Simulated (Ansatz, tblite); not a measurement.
**The cluster Ge₁₄SbH₂₄+: one state, many levels**

Aim: run the singlet of the cluster Ge₁₄SbH₂₄+ at one geometry on many levels, and compare frontier levels, spin and run time.

Method: as each input shows; program: Ansatz 0.2.0, Gaussian basis.

The runs, in order: GFN1-xTB, GFN2-xTB, PBE-D4/def2-TZVP, r2SCAN-D4/def2-TZVP, r2SCANh-D4/def2-TZVP, PBE-D4/def2-SVP, PBE0-D4/def2-SVP, MP2/def2-SVP.

4 further runs of the same task are left out: 1 that didn't finish, 3 set aside as unsound or not needed.

**1. The relaxed structure**

The singlet was relaxed beforehand with PBE-D4/def2-SVP.

39 atoms, charge 1, spin multiplicity 1.

Bond lengths: Ge1–Ge2 2.457 Å, Ge1–Ge10 2.443 Å, Ge1–H16 1.551 Å, Ge1–H17 1.554 Å, Ge2–Ge3 2.448 Å, Ge2–Ge5 2.451 Å, Ge2–H18 1.556 Å, Ge3–Ge14 2.446 Å, Ge3–H19 1.553 Å, Ge3–H20 1.552 Å, Ge4–Ge7 2.451 Å, Ge4–Sb15 2.650 Å, Ge4–H21 1.553 Å, Ge4–H22 1.553 Å, Ge5–Sb15 2.651 Å, Ge5–H23 1.553 Å, Ge5–H24 1.552 Å, Ge6–Ge7 2.457 Å and more. Angles: Ge2–Ge1–Ge10 111.4°, Ge2–Ge1–H16 109.3°, Ge2–Ge1–H17 108.2°, Ge10–Ge1–H16 110.1°, Ge10–Ge1–H17 108.5°, H16–Ge1–H17 109.4°, Ge1–Ge2–Ge3 110.9°, Ge1–Ge2–Ge5 110.6°, Ge1–Ge2–H18 110.6°, Ge3–Ge2–Ge5 107.4°, Ge3–Ge2–H18 111.5°, Ge5–Ge2–H18 105.6°, Ge2–Ge3–Ge14 108.2°, Ge2–Ge3–H19 110.5°, Ge2–Ge3–H20 109.1°, Ge14–Ge3–H19 109.2°, Ge14–Ge3–H20 109.9°, H19–Ge3–H20 110.0° and more.

Coordinates:

```xyz
39
Ge14H24Sb
Ge   -4.0173   -0.5638    1.7622
Ge   -4.1055   -0.6266   -0.6928
Ge   -4.0143    1.6337   -1.6298
Ge    2.1872   -1.8724   -1.5920
Ge   -2.1946   -1.8697   -1.5916
Ge    4.0154   -0.5685    1.7579
Ge    4.1006   -0.6304   -0.6969
Ge   -0.0021   -0.6842    1.9629
Ge    2.0831   -1.7959    2.6119
Ge   -2.0871   -1.7943    2.6164
Ge    4.0110    1.6292   -1.6350
Ge   -0.0021    1.8444   -1.5134
Ge    2.0917    2.7867   -0.6564
Ge   -2.0931    2.7889   -0.6519
Sb   -0.0028   -0.6773   -0.6973
H    -5.3277   -1.1627    2.3378
H    -3.8905    0.9197    2.2061
H    -5.3694   -1.3948   -1.1762
H    -3.8431    1.5752   -3.1721
H    -5.3224    2.3871   -1.2687
H     2.0267   -1.7961   -3.1347
H     2.0454   -3.3424   -1.1133
H    -2.0361   -1.7901   -3.1344
H    -2.0531   -3.3408   -1.1161
H     5.3236   -1.1733    2.3316
H     3.8944    0.9145    2.2039
H     5.3628   -1.4005   -1.1818
H    -0.0017    0.8405    2.2815
H     2.0948   -1.9071    4.1596
H     2.0138   -3.2188    1.9936
H    -2.0964   -1.9012    4.1644
H    -2.0205   -3.2186    2.0013
H     3.8392    1.5698   -3.1772
H     5.3197    2.3818   -1.2751
H    -0.0040    1.6879   -3.0631
H     2.0812    4.3079   -0.9708
H     2.0534    2.5856    0.8854
H    -2.0816    4.3102   -0.9656
H    -2.0529    2.5871    0.8897
```

Sb takes a core potential in the def2 sets. No spin-orbit coupling is included. The ion is computed in the gas phase, without counter-ions or solvent.

PBE0-D4/def2-TZVP was run before; its log isn't repeated, and its numbers join the tables.

**2. GFN1-xTB**

Tight binding, by tblite at 300 K electronic temperature and without a spin-polarisation term:

```python
tblite.interface.Calculator('GFN1-xTB', numbers, positions, charge=1, uhf=0).singlepoint()
```

Energy -1049.5900 eV, HOMO -14.11 eV, LUMO -11.73 eV; 0.22 s.

**3. GFN2-xTB**

Tight binding, by tblite at 300 K electronic temperature and without a spin-polarisation term:

```python
tblite.interface.Calculator('GFN2-xTB', numbers, positions, charge=1, uhf=0).singlepoint()
```

Energy -1121.1902 eV, HOMO -12.80 eV, LUMO -9.20 eV; 0.39 s.

**4. PBE-D4/def2-TZVP**

start.molden holds the orbitals of an earlier run on this state, given as this run's starting guess.

File in.yaml:

```yaml
crystal:
  periodic: [false, false, false]
  atoms:
    - {symbol: Ge, position_ang: [-4.017331, -0.563751, 1.762154]}
    - {symbol: Ge, position_ang: [-4.105514, -0.626588, -0.692770]}
    - {symbol: Ge, position_ang: [-4.014259, 1.633667, -1.629755]}
    - {symbol: Ge, position_ang: [2.187167, -1.872370, -1.592032]}
    - {symbol: Ge, position_ang: [-2.194571, -1.869731, -1.591639]}
    - {symbol: Ge, position_ang: [4.015419, -0.568498, 1.757903]}
    - {symbol: Ge, position_ang: [4.100631, -0.630378, -0.696914]}
    - {symbol: Ge, position_ang: [-0.002134, -0.684218, 1.962930]}
    - {symbol: Ge, position_ang: [2.083112, -1.795948, 2.611852]}
    - {symbol: Ge, position_ang: [-2.087108, -1.794313, 2.616402]}
    - {symbol: Ge, position_ang: [4.010965, 1.629221, -1.635041]}
    - {symbol: Ge, position_ang: [-0.002136, 1.844374, -1.513403]}
    - {symbol: Ge, position_ang: [2.091671, 2.786711, -0.656430]}
    - {symbol: Ge, position_ang: [-2.093090, 2.788899, -0.651942]}
    - {symbol: Sb, position_ang: [-0.002828, -0.677301, -0.697276]}
    - {symbol: H, position_ang: [-5.327667, -1.162693, 2.337793]}
    - {symbol: H, position_ang: [-3.890498, 0.919716, 2.206063]}
    - {symbol: H, position_ang: [-5.369358, -1.394803, -1.176195]}
    - {symbol: H, position_ang: [-3.843112, 1.575169, -3.172057]}
    - {symbol: H, position_ang: [-5.322419, 2.387059, -1.268656]}
    - {symbol: H, position_ang: [2.026651, -1.796125, -3.134659]}
    - {symbol: H, position_ang: [2.045359, -3.342389, -1.113255]}
    - {symbol: H, position_ang: [-2.036103, -1.790129, -3.134394]}
    - {symbol: H, position_ang: [-2.053085, -3.340804, -1.116107]}
    - {symbol: H, position_ang: [5.323624, -1.173327, 2.331568]}
    - {symbol: H, position_ang: [3.894430, 0.914492, 2.203859]}
    - {symbol: H, position_ang: [5.362786, -1.400503, -1.181843]}
    - {symbol: H, position_ang: [-0.001721, 0.840492, 2.281547]}
    - {symbol: H, position_ang: [2.094838, -1.907111, 4.159643]}
    - {symbol: H, position_ang: [2.013756, -3.218760, 1.993600]}
    - {symbol: H, position_ang: [-2.096396, -1.901174, 4.164401]}
    - {symbol: H, position_ang: [-2.020521, -3.218574, 2.001321]}
    - {symbol: H, position_ang: [3.839165, 1.569777, -3.177245]}
    - {symbol: H, position_ang: [5.319720, 2.381789, -1.275074]}
    - {symbol: H, position_ang: [-0.004037, 1.687946, -3.063136]}
    - {symbol: H, position_ang: [2.081205, 4.307939, -0.970757]}
    - {symbol: H, position_ang: [2.053375, 2.585607, 0.885362]}
    - {symbol: H, position_ang: [-2.081632, 4.310194, -0.965596]}
    - {symbol: H, position_ang: [-2.052852, 2.587139, 0.889675]}
basis:
  gaussian: {orbitals: def2-TZVP, fitting: {mean_field: def2-universal-jkfit}, initial_orbitals: start.molden}
total_charge: 1
hamiltonian: {xc: pbe, dispersion: d4}
scf: {omitted_lower_state_checks: [starts]}
output: {forces: true, orbitals: {seedname: orbitals}}
```

Command:

```bash
> ansatz run in.yaml --threads 4 --pin off --events-out ev --progress --plain --max-ram 66560MiB --backend cuda --devices 0, --max-vram 37GiB
```

Further steps of the session: r2SCAN-D4/def2-TZVP; r2SCANh-D4/def2-TZVP; PBE-D4/def2-SVP; PBE0-D4/def2-SVP; MP2/def2-SVP.

Before running them: what should the planned runs give, taken together? Wanted: gap in def2-TZVP, named functionals, smallest and largest; correlation energy, MP2/def2-SVP; PBE0 total energy, smallest basis above largest.

The runs gave:

| quantity | value |
| --- | --- |
| gap in def2-TZVP, named functionals, smallest and largest | 3.53 eV (PBE-D4), 5.15 eV (PBE0-D4) |
| correlation energy, MP2/def2-SVP | -91.40 eV |
| PBE0 total energy, smallest basis above largest | 99.74 eV (def2-SVP, def2-TZVP) |

In words: Orbital gaps of the named functionals in def2-TZVP span 3.53 eV (PBE-D4) to 5.15 eV (PBE0-D4); exact exchange widens it.
